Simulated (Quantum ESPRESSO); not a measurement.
# Bi2Te3 (Tellurobismuthite) (R-3m) in Quantum ESPRESSO: band structure with LDA

Aim: the band structure of Bi2Te3 (Tellurobismuthite) with LDA.

Everything below comes from runs of Quantum ESPRESSO 7.5. Logs are shortened: lines on timing, memory, paths and dates and some standing lists are left out, and cuts for length are marked.

**Experimental background.**

“Vacancy and Antisite-Induced Ferromagnetism in Liquid-Phase Exfoliated Bi2Te3”, 2024, arxiv:2412.10539 quotes, for a bulk crystal of Bi2Te3: band gap 0.17 eV.

How close the calculation comes is told below.

### Step 1. The structure

The structure is trigonal, space group R-3m (No. 166). Conventional cell: a = 4.386 Å, b = 4.386 Å, c = 30.497 Å, α = 90.00°, β = 90.00°, γ = 120.00°. Bi (site symmetry 3m) has 6 Te at 3.07 to 3.25 Å as nearest neighbours. Around Te (site symmetry 3m) lie 3 Bi at 3.07 Å. Te (site symmetry -3m) is surrounded by 6 Bi at 3.25 Å.

### Step 2. Band structure, LDA

File pw.in:

```
&CONTROL
  calculation = 'scf'
  prefix = 'pwscf'
  outdir = './tmp'
  pseudo_dir = './pseudo'
  tprnfor = .true.
  tstress = .true.
  disk_io = 'low'
/
&SYSTEM
  ibrav = 0
  celldm(1) = 8
  nat = 5
  ntyp = 2
  ecutwfc = 80
  nbnd = 51
  occupations = 'smearing'
  smearing = 'fd'
  degauss = 0.00367493
/
&ELECTRONS
  conv_thr = 1d-09
  electron_maxstep = 120
  mixing_beta = 0.5
/
ATOMIC_SPECIES
Bi   208.9804 Bi.upf
Te   127.6000 Te.upf
CELL_PARAMETERS alat
  0.5180211739130   0.2990796641969   2.4012907342875
 -0.5180211739130   0.2990796641969   2.4012907342875
  0.0000000000000  -0.5981593284173   2.4012907342875
ATOMIC_POSITIONS crystal
Bi     0.6000000000    0.6000000000    0.6000000000
Bi     0.4000000000    0.4000000000    0.4000000000
Te     0.7905000000    0.7905000000    0.7905000000
Te     0.2095000000    0.2095000000    0.2095000000
Te     0.0000000000    0.0000000000    0.0000000000
K_POINTS automatic
7 7 7 0 0 0
```

File bands.in:

```
&CONTROL
  calculation = 'bands'
  prefix = 'pwscf'
  outdir = './tmp'
  pseudo_dir = './pseudo'
  disk_io = 'low'
  verbosity = 'high'
/
&SYSTEM
  ibrav = 0
  celldm(1) = 8
  nat = 5
  ntyp = 2
  ecutwfc = 80
  nbnd = 51
  occupations = 'smearing'
  smearing = 'fd'
  degauss = 0.00367493
/
&ELECTRONS
  conv_thr = 1d-08
  electron_maxstep = 120
  mixing_beta = 0.5
  diago_full_acc = .true.
  startingwfc = 'random'
/
ATOMIC_SPECIES
Bi   208.9804 Bi.upf
Te   127.6000 Te.upf
CELL_PARAMETERS alat
  0.5180211739130   0.2990796641969   2.4012907342875
 -0.5180211739130   0.2990796641969   2.4012907342875
  0.0000000000000  -0.5981593284173   2.4012907342875
ATOMIC_POSITIONS crystal
Bi     0.6000000000    0.6000000000    0.6000000000
Bi     0.4000000000    0.4000000000    0.4000000000
Te     0.7905000000    0.7905000000    0.7905000000
Te     0.2095000000    0.2095000000    0.2095000000
Te     0.0000000000    0.0000000000    0.0000000000
K_POINTS crystal
60
 0.0000000000  0.0000000000  0.0000000000 1
 0.0555555556  0.0000000000  0.0000000000 1
 0.1111111111  0.0000000000  0.0000000000 1
 0.1666666667  0.0000000000  0.0000000000 1
 0.2222222222  0.0000000000  0.0000000000 1
 0.2777777778  0.0000000000  0.0000000000 1
 0.3333333333  0.0000000000  0.0000000000 1
 0.3888888889  0.0000000000  0.0000000000 1
 0.4444444444  0.0000000000  0.0000000000 1
 0.5000000000  0.0000000000  0.0000000000 1
 0.5000000000  0.0354016785 -0.0354016785 1
 0.5000000000  0.0708033570 -0.0708033570 1
 0.5000000000  0.1062050355 -0.1062050355 1
 0.5000000000  0.1416067140 -0.1416067140 1
 0.5000000000  0.1770083925 -0.1770083925 1
 0.8229916075  0.5000000000  0.1770083925 1
 0.7906924468  0.5000000000  0.2093075532 1
 0.7583932860  0.5000000000  0.2416067140 1
 0.7260941253  0.5000000000  0.2739058747 1
 0.6937949645  0.5000000000  0.3062050355 1
 0.6614958038  0.5000000000  0.3385041962 1
 0.6291966430  0.5000000000  0.3708033570 1
 0.5968974823  0.5000000000  0.4031025177 1
 0.5645983215  0.5000000000  0.4354016785 1
 0.5322991608  0.5000000000  0.4677008392 1
 0.5000000000  0.5000000000  0.5000000000 1
 0.3333333333  0.3333333333  0.3333333333 1
 0.1666666667  0.1666666667  0.1666666667 1
 0.0000000000  0.0000000000  0.0000000000 1
 0.0307731087  0.0000000000 -0.0307731087 1
 0.0615462175  0.0000000000 -0.0615462175 1
 0.0923193262  0.0000000000 -0.0923193262 1
 0.1230924350  0.0000000000 -0.1230924350 1
 0.1538655437  0.0000000000 -0.1538655437 1
 0.1846386525  0.0000000000 -0.1846386525 1
 0.2154117612  0.0000000000 -0.2154117612 1
 0.2461848700  0.0000000000 -0.2461848700 1
 0.2769579787  0.0000000000 -0.2769579787 1
 0.3077310875  0.0000000000 -0.3077310875 1
 0.3385041962  0.0000000000 -0.3385041962 1
 0.6614958038  0.3385041962  0.0000000000 1
 0.6291966430  0.3708033570  0.0000000000 1
 0.5968974823  0.4031025177  0.0000000000 1
 0.5645983215  0.4354016785  0.0000000000 1
 0.5322991608  0.4677008392  0.0000000000 1
 0.5000000000  0.5000000000  0.0000000000 1
 0.6614958038  0.6614958038  0.1770083925 1
 0.6453462234  0.6453462234  0.2093075532 1
 0.6291966430  0.6291966430  0.2416067140 1
 0.6130470626  0.6130470626  0.2739058747 1
 0.5968974823  0.5968974823  0.3062050355 1
 0.5807479019  0.5807479019  0.3385041962 1
 0.5645983215  0.5645983215  0.3708033570 1
 0.5484487411  0.5484487411  0.4031025177 1
 0.5322991608  0.5322991608  0.4354016785 1
 0.5161495804  0.5161495804  0.4677008392 1
 0.5000000000  0.5000000000  0.5000000000 1
 0.5000000000  0.0000000000  0.0000000000 1
 0.6614958038  0.1692520981  0.1692520981 1
 0.8229916075  0.3385041962  0.3385041962 1
```

Potentials or basis: PseudoDojo 0.4.1 SR LDA standard.

Started as:

```bash
$ OMP_NUM_THREADS=1 mpirun -n 2 pw.x -nk 2 -in pw.in > pw.out
$ OMP_NUM_THREADS=1 mpirun -n 2 pw.x -nk 2 -in bands.in > bands.out
```

pw.out:

```text
This program is part of the open-source Quantum ESPRESSO suite
     for quantum simulation of materials; please cite
[... 13 lines left out ...]
     --------------------
     sticks:   dense  smooth     PW     G-vecs:    dense   smooth      PW
     Sum        4089    4089   1195               110629   110629   17591

     Using Slab Decomposition

     bravais-lattice index     =            0
     lattice parameter (alat)  =       8.0000  a.u.
     unit-cell volume          =    1142.8793 (a.u.)^3
     number of atoms/cell      =            5
     number of atomic types    =            2
     number of electrons       =        78.00
     number of Kohn-Sham states=           51
     kinetic-energy cutoff     =      80.0000  Ry
     charge density cutoff     =     320.0000  Ry
     scf convergence threshold =      1.0E-09
     mixing beta               =       0.5000
     number of iterations used =            8  plain     mixing
     Exchange-correlation= SLA  PW   NOGX NOGC
                           (   1   4   0   0   0   0   0)

     celldm(1)=   8.000000  celldm(2)=   0.000000  celldm(3)=   0.000000
     celldm(4)=   0.000000  celldm(5)=   0.000000  celldm(6)=   0.000000

     crystal axes: (cart. coord. in units of alat)
               a(1) = (   0.518021   0.299080   2.401291 )
               a(2) = (  -0.518021   0.299080   2.401291 )
               a(3) = (   0.000000  -0.598159   2.401291 )

     reciprocal axes: (cart. coord. in units 2 pi/alat)
               b(1) = (  0.965212  0.557265  0.138814 )
               b(2) = ( -0.965212  0.557265  0.138814 )
               b(3) = ( -0.000000 -1.114530  0.138814 )

     PseudoPot. # 1 for Bi read from file:
     Bi.upf
     Pseudo is Norm-conserving + core correction, Zval = 15.0
     Generated using ONCVPSP code by D. R. Hamann
     Using radial grid of 1454 points,  6 beta functions with:
                l(1) =   0
                l(2) =   0
                l(3) =   1
                l(4) =   1
                l(5) =   2
                l(6) =   2

     PseudoPot. # 2 for Te read from file:
     Te.upf
     Pseudo is Norm-conserving + core correction, Zval = 16.0
     Generated using ONCVPSP code by D. R. Hamann
     Using radial grid of 1278 points,  6 beta functions with:
                l(1) =   0
                l(2) =   0
                l(3) =   1
                l(4) =   1
                l(5) =   2
                l(6) =   2

     atomic species   valence    mass     pseudopotential
     Bi               15.00   208.98040     Bi( 1.00)
     Te               16.00   127.60000     Te( 1.00)

     12 Sym. Ops., with inversion, found

   Cartesian axes

     site n.     atom                  positions (alat units)
         1        Bi     tau(   1) = (  -0.0000000  -0.0000000   4.3223233  )
         2        Bi     tau(   2) = (   0.0000000  -0.0000000   2.8815489  )
         3        Te     tau(   3) = (   0.0000000  -0.0000000   5.6946610  )
         4        Te     tau(   4) = (  -0.0000000  -0.0000000   1.5092112  )
         5        Te     tau(   5) = (   0.0000000   0.0000000   0.0000000  )

     number of k points=    44  Fermi-Dirac smearing, width (Ry)=  0.0037
                       cart. coord. in units 2pi/alat
        k(    1) = (   0.0000000   0.0000000   0.0000000), wk =   0.0058309
        k(    2) = (  -0.0000000  -0.1592186   0.0198306), wk =   0.0349854
        k(    3) = (  -0.0000000  -0.3184372   0.0396612), wk =   0.0349854
        k(    4) = (  -0.0000000  -0.4776558   0.0594918), wk =   0.0349854
        k(    5) = (  -0.1378874  -0.0796093   0.0396612), wk =   0.0349854
        k(    6) = (  -0.1378874  -0.2388279   0.0594918), wk =   0.0699708
[... 36 lines left out ...]
        k(   43) = (  -0.0000000   0.0000000   0.1784754), wk =   0.0116618
        k(   44) = (  -0.0000000   0.9553116   0.0594918), wk =   0.0349854

     Dense  grid:   110629 G-vectors     FFT dimensions: ( 120, 120, 120)

     Initial potential from superposition of free atoms

     starting charge      77.9981, renormalised to      78.0000
     Starting wfcs are   45 randomized atomic wfcs +    6 random wfcs

     Self-consistent Calculation

     iteration #  1     ecut=    80.00 Ry     beta= 0.50
     Davidson diagonalization with overlap
     ethr =  1.00E-02,  avg # of iterations =  6.1

     Threshold (ethr) on eigenvalues was too large:
     Diagonalizing with lowered threshold

     Davidson diagonalization with overlap
     ethr =  1.21E-04,  avg # of iterations =  7.6

     total energy              =    -955.52129624 Ry
     estimated scf accuracy    <       0.09161506 Ry

     iteration #  2     ecut=    80.00 Ry     beta= 0.50
     Davidson diagonalization with overlap
     ethr =  1.17E-04,  avg # of iterations =  3.6
[... 50 lines left out ...]
     total energy              =    -955.55221552 Ry
     estimated scf accuracy    <          1.4E-09 Ry

     iteration # 10     ecut=    80.00 Ry     beta= 0.50
     Davidson diagonalization with overlap
     ethr =  1.77E-12,  avg # of iterations =  2.7

     End of self-consistent calculation

          k = 0.0000 0.0000 0.0000 ( 13861 PWs)   bands (ev):

   -27.4022 -27.4022 -27.3963 -27.3963 -27.3956 -27.3937 -27.3935 -27.3935
   -27.3932 -27.3932 -27.2451 -27.2392 -27.2392 -27.2089 -27.2089 -13.8450
   -13.8450 -13.8432 -13.8432 -13.8301 -13.8287 -13.8283 -13.8283 -13.8269
   -13.8269  -4.1837  -3.4683  -2.2553   0.1864   0.6345   6.8654   7.1141
     7.4974   7.4974   7.5276   7.5276   8.3783   8.3783   9.2094   9.4135
     9.8360   9.8360  11.1561  11.2984  11.2984  14.0823  14.5557  15.2321
    15.2321  15.5880  15.5889

          k =-0.0000-0.1592 0.0198 ( 13795 PWs)   bands (ev):
[... 421 lines left out ...]
   -27.4021 -27.4020 -27.3964 -27.3959 -27.3953 -27.3944 -27.3938 -27.3936
   -27.3929 -27.3927 -27.2450 -27.2393 -27.2392 -27.2089 -27.2087 -13.8467
   -13.8447 -13.8430 -13.8412 -13.8299 -13.8286 -13.8281 -13.8278 -13.8269
   -13.8264  -3.8674  -3.6073  -1.6865  -0.6694   0.9029   5.9394   6.4685
     6.9890   7.0557   7.2253   7.4159   8.1327   8.4820   8.9869   9.7691
    10.1325  10.7246  11.4110  11.5034  11.8570  13.8770  14.4382  14.6357
    15.3151  15.3233  16.3029

     the Fermi energy is     9.3144 ev

!    total energy              =    -955.55221552 Ry
     estimated scf accuracy    <          1.1E-10 Ry
     smearing contrib. (-TS)   =      -0.00002072 Ry
     internal energy E=F+TS    =    -955.55219480 Ry

     The total energy is F=E-TS. E is the sum of the following terms:
     one-electron contribution =    -392.63726463 Ry
     hartree contribution      =     229.87303171 Ry
     xc contribution           =    -231.10958187 Ry
     ewald contribution        =    -561.67838001 Ry

     convergence has been achieved in  10 iterations

     Forces acting on atoms (cartesian axes, Ry/au):

     atom    1 type  1   force =     0.00000000   -0.00000000   -0.00252334
     atom    2 type  1   force =    -0.00000000   -0.00000000    0.00252334
     atom    3 type  2   force =     0.00000000   -0.00000000   -0.00652725
     atom    4 type  2   force =    -0.00000000   -0.00000000    0.00652725
     atom    5 type  2   force =     0.00000000    0.00000000    0.00000000

     Total force =     0.009897     Total SCF correction =     0.000076

     Computing stress (Cartesian axis) and pressure

          total   stress  (Ry/bohr**3)                   (kbar)     P=      -17.18
  -0.00010527  -0.00000000  -0.00000000          -15.49       -0.00       -0.00
  -0.00000000  -0.00010527  -0.00000000           -0.00      -15.49       -0.00
  -0.00000000  -0.00000000  -0.00013992           -0.00       -0.00      -20.58

=------------------------------------------------------------------------------=
   JOB DONE.
=------------------------------------------------------------------------------=
```

It took 37 min on 2 MPI ranks of Intel Xeon 6975P-C (Granite Rapids), shared host; peak memory 1 GiB.

Results:

| Item | Value |
| --- | --- |
| Free energy | -13000.9502 eV |
| Pressure | -1.7 GPa |
| Largest force | 0.168 eV/Å |
| Band gap on the k mesh | 0.20 eV, direct |
| Band gap along the path | 0.20 eV, direct |

Forces on the atoms (eV/Å):
```
Bi   0.000  0.000 -0.065
Bi   0.000  0.000  0.065
Te   0.000  0.000 -0.168
Te   0.000  0.000  0.168
Te   0.000  0.000  0.000
```

Stress tensor (GPa, compression positive):
```
-1.55  0.00  0.00
 0.00 -1.55  0.00
 0.00  0.00 -2.06
```

Levels at the corners of the path, in eV from the valence-band top:
```
point  band 37  band 38  band 39  band 40  band 41  band 42
    Γ    -0.83    -0.83     0.00     0.20     0.63     0.63
    L    -2.41    -0.88    -0.50     0.51     1.03     2.71
   B1    -1.94    -0.96    -0.77     1.15     1.41     2.49
    B    -1.94    -0.96    -0.77     1.15     1.41     2.49
    Z    -1.12    -1.12    -0.48     0.81     1.12     1.12
    Γ    -0.83    -0.83     0.00     0.20     0.63     0.63
    X    -1.61    -1.38    -0.63     1.03     1.96     2.02
    Q    -1.61    -1.38    -0.63     1.03     1.96     2.02
    F    -1.83    -1.52    -0.94     0.81     1.50     2.03
   P1    -1.33    -1.33    -1.22     1.13     1.28     1.66
    Z    -1.12    -1.12    -0.48     0.81     1.12     1.12
    L    -2.41    -0.88    -0.50     0.51     1.03     2.71
    P    -1.33    -1.33    -1.22     1.13     1.28     1.66
```

Caveat: some levels on the path didn't converge; spin-orbit coupling is left out, which as a rule narrows the gap of such compounds by several tenths of an eV.

### Step 3. Against experiment

Step 2. Measured gap of Bi2Te3: 0.17 eV (quoted in “Vacancy and Antisite-Induced Ferromagnetism in Liquid-Phase Exfoliated Bi2Te3”, 2024, arxiv:2412.10539). This calculation gives 0.20 eV (+0.03 eV). Spin-orbit coupling on Bi, Te is left out. The value is that of LDA, without temperature or zero-point motion.
